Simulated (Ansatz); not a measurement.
**TaCO+ (septet): wave-function methods side by side, def2-SVP**

One table from this session's results is given with a row withheld; the runs are named, their logs left out.

Computed with Ansatz 0.2.0, Gaussian basis. Level: def2-SVP, core rule «outside noble gas», up to 6 orbitals frozen.

To be run: UHF; CCSD(T) on ROHF; CCSD(T) on UHF; CISD as a restricted active space (open shells left free, so some higher excitations enter); CCSDT(Q) on ROHF; CCSDT(Q) on UHF.

9 further runs of the same task are left out: 6 for a known fault of the program, 3 set aside as unsound or not needed. Runs told in other sessions of the task aren't counted.

## The system

The geometry is a PBE0/def2-TZVP stationary point (not a proven minimum). No spin-orbit coupling is included. Elements past krypton take def2 core potentials.

3 atoms, charge 1, spin multiplicity 7.

Atoms are counted from 1 here; the program's logs count them from 0.

Bond lengths: Ta1–O3 1.853 Å, C2–O3 1.245 Å. Angles: Ta1–O3–C2 180.0°.

Set-up of the first run:

The input, in.yaml:

```yaml
crystal:
  periodic: [false, false, false]
  atoms:
    - {symbol: Ta, position_ang: [0.000000, 0.000000, 1.650800]}
    - {symbol: C, position_ang: [0.000000, 0.000000, -1.448100]}
    - {symbol: O, position_ang: [0.000000, 0.000000, -0.202700]}
basis:
  gaussian: {orbitals: def2-SVP}
total_charge: 1
magnetization: {spin_polarized: true, initial_magnetization: 6}
hamiltonian: {xc: hf}
output: {orbitals: {seedname: orbitals}}
```

Launch:

```sh
ansatz run in.yaml --threads 1 --pin off --events-out ev --progress --plain --max-ram 4096MiB --backend cpu
```

Among the steps run: UHF; CCSD(T) on ROHF; CCSD(T) on UHF; CISD as a restricted active space (open shells left free, so some higher excitations enter); CCSDT(Q) on ROHF; CCSDT(Q) on UHF.

One of the session's tables, all rows but one given; the rest of the session is left out.

```
   method  from RCCSDT(Q) (kcal/mol)
     ROHF                    +204.96
      UHF                    +197.18
     RMP2                     +22.77
     UMP2                     +17.55
    RCCSD                      +9.39
    UCCSD                      +7.51
 RCCSD(T)                      +0.96
 UCCSD(T)                          ?
   RCCSDT                      +0.23
   UCCSDT                      -1.57
RCCSDT(Q)                          0
UCCSDT(Q)                      -2.51
```

Q: Estimate the row for UCCSD(T) from the others.

As computed: from RCCSDT(Q) (kcal/mol): -0.59. In the column «from RCCSDT(Q) (kcal/mol)» it lies between UCCSDT (-1.57) and RCCSDT(Q) (0).

Not comparable, so not listed: CISD as a restricted active space (open shells left free, so some higher excitations enter) (they don't share determinant, frozen orbitals or solution with the rows shown, or repeat one).

To keep in mind: Restricted and unrestricted rows rest on different reference determinants; a gap between their highest levels can come from leftover correlation error, from unlike frozen cores or from another state.
